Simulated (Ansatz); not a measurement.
Write a Python script for Ansatz's Python interface that makes a rigid scan of one bond length of Cl2GeH2O, SMILES [OH][GeH]([Cl])[Cl]. Use (for the species named): PBE, def2-SVP basis, multiplicity 1, D3BJ dispersion.

```xyz
6

O     0.3279    1.0682   -0.9229
Ge    0.0690   -0.2023    0.2622
Cl    1.9775   -1.0170    0.7622
Cl   -1.0953   -1.7486   -0.5848
H    -0.6338    1.4538   -1.1000
H    -0.6032    0.3819    1.5371
```

The script, `scan_cl2geh2o.py`:
```python
"""Potential curve of Cl2GeH2O along one bond."""

import ansatz as az
import numpy as np

geometry_ang = [
    ("O", [0.3279, 1.0682, -0.9229]),
    ("Ge", [0.069, -0.2023, 0.2622]),
    ("Cl", [1.9775, -1.017, 0.7622]),
    ("Cl", [-1.0953, -1.7486, -0.5848]),
    ("H", [-0.6338, 1.4538, -1.1]),
    ("H", [-0.6032, 0.3819, 1.5371]),
]
molecule = az.Crystal.molecule()
for symbol, xyz in geometry_ang:
    molecule = molecule.atom(symbol, xyz)

symbols = [site.symbol for site in molecule.cartesian_sites]
start = np.array([site.position_ang for site in molecule.cartesian_sites])
axis = (start[0] - start[1]) / np.linalg.norm(start[0] - start[1])
moving = [0, 4]
lengths, energies = [1.546, 1.616, 1.686, 1.757, 1.827, 1.897, 1.967, 2.073], []
for length in lengths:
    xyz = start.copy()
    xyz[moving] += (length - np.linalg.norm(start[0] - start[1])) * axis
    point = az.Crystal.molecule()
    for symbol, place in zip(symbols, xyz):
        point = point.atom(symbol, place.tolist())
    calc = (
        point.calculation()
        .basis(gaussian="def2-SVP")
        .functional("pbe", dispersion="d3bj")
    )
    rep = calc.run(threads=1).report
    energies.append(rep["free_energy_ev"])
    print(f"r = {length:6.3f} A  E = {energies[-1]:.5f} eV  <S^2> = {abs(rep['mean_field']['state']['spin_squared']):.3f}")

# quartic fit about the minimum
fit = np.polynomial.Polynomial.fit(lengths, np.array(energies) - min(energies), 4).convert()
roots = [r.real for r in fit.deriv().roots() if abs(r.imag) < 1e-9 and fit.deriv(2)(r.real) > 0]
r_e = min(roots, key=lambda r: abs(r - lengths[int(np.argmin(energies))]))
print(f"minimum of the fit at {r_e:.4f} A, force constant {fit.deriv(2)(r_e):.2f} eV/A^2")
```

`python scan_cl2geh2o.py` gives:
```text
r =  1.546 A  E = -83607.20355 eV  <S^2> = 0.000
r =  1.616 A  E = -83607.85753 eV  <S^2> = 0.000
r =  1.686 A  E = -83608.21646 eV  <S^2> = 0.000
r =  1.757 A  E = -83608.36767 eV  <S^2> = 0.000
r =  1.827 A  E = -83608.36987 eV  <S^2> = 0.000
r =  1.897 A  E = -83608.27136 eV  <S^2> = 0.000
r =  1.967 A  E = -83608.10448 eV  <S^2> = 0.000
r =  2.073 A  E = -83607.77227 eV  <S^2> = 0.000
minimum of the fit at 1.7909 A, force constant 24.70 eV/A^2
```

What to keep in mind:
- Total energies depend on the basis set; only differences at equal settings carry meaning.
- The rest of the molecule is held rigid at a force-field or estimated start geometry, and the basis set is modest; single-reference methods fail as a bond breaks.
- The orbitals are restricted, so S² is zero by construction.
- It ran for 14 s on 1 thread of Arm Neoverse V2, on a shared host, peak memory 0.2 GiB.
